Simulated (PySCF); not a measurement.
# Br5Ti ([TiBr5]3-): the cost of one run

Computed with PySCF 2.14.0 and routines of our own; the level stands in each step. Atoms count from 0.

## 1. The starting structure

6 atoms, charge -3, states of the metal's open shell are computed; geometry from: model geometry, bond lengths from ionic radii.

## 2. Ligand-field states: state-averaged CASSCF in water

The job: settings as JSON, then the geometry in Å.

```
{"job": {"kind": "lf", "basis": {"metal": "x2c-TZVPall", "ligand": "x2c-SVPall"}, "nevpt": true, "solvent": "water"}, "charge": -3, "metal": "Ti", "open_shell": "d2"}
Ti     0.000000     0.000000     0.000000
Br     0.000000     0.000000     2.660000
Br     2.619589     0.000000    -0.461904
Br    -2.619589     0.000000    -0.461904
Br     0.000000     2.619589    -0.461904
Br    -0.000000    -2.619589    -0.461904
```

Level: state-averaged CASSCF of the metal d shell, SC-NEVPT2 on the averaged canonical orbitals, state-interaction spin-orbit coupling.

Launch:

```bash
> OMP_NUM_THREADS=1 python lf_run.py task.json out
```

This one command runs all jobs of the session in turn.

**Question.** How long does this first job take on 1 thread of Arm Neoverse V1, shared host, and how much memory does it need?

About 43 s, with a peak of 0.65 GiB.
